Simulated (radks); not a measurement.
**Fractional charge and spin in the 3d shell of zinc**

An exercise on one series of results from a longer session: the logs are not shown, and one member is left open.

Method: non-relativistic Kohn-Sham, r2SCAN, spin-polarised, spherical densities, point nucleus. Code: radks (a radial shooting solver on a logarithmic mesh, Libxc functionals) version 1.

## The atom as given

| Quantity | Value |
| --- | --- |
| element | zinc (Z = 30) |
| configuration | [Ar] 3d(up 5, down 5) |

A shell typed twice in an input gives spin up, then spin down.

Set-up of the first run:

The run's settings:

```text
Z 30
configuration [Ar] 3d5 3d5
relativity non-relativistic
functional r2scan,r2scan
spin polarised
nucleus point
```

Steps of the session up to this table: 3d: up 5, down 5.

One table of the session follows, with a row left open; its other results are not shown here.

It belongs to the step «3d: up 5, down 5». Sizes of the orbitals, from the radial functions (bohr):

```
level      <r>  outermost maximum (interpolated)  90 % within  nodes
   1s  0.05112                            0.0337       0.0910      0
   2s   0.2294                             0.192        0.354      1
   2p   0.1997                             0.154        0.326      0
   3s        ?                                 ?            ?      ?
   3p   0.7186                             0.597         1.11      1
   3d   0.8707                             0.569         1.51      0
```

Q: Estimate the row for 3s from the others.

As computed: <r>: 0.6916; outermost maximum (interpolated): 0.597; 90 % within: 1.04; nodes: 2. In the column «<r>» it lies between 2s (0.2294) and 3p (0.7186).
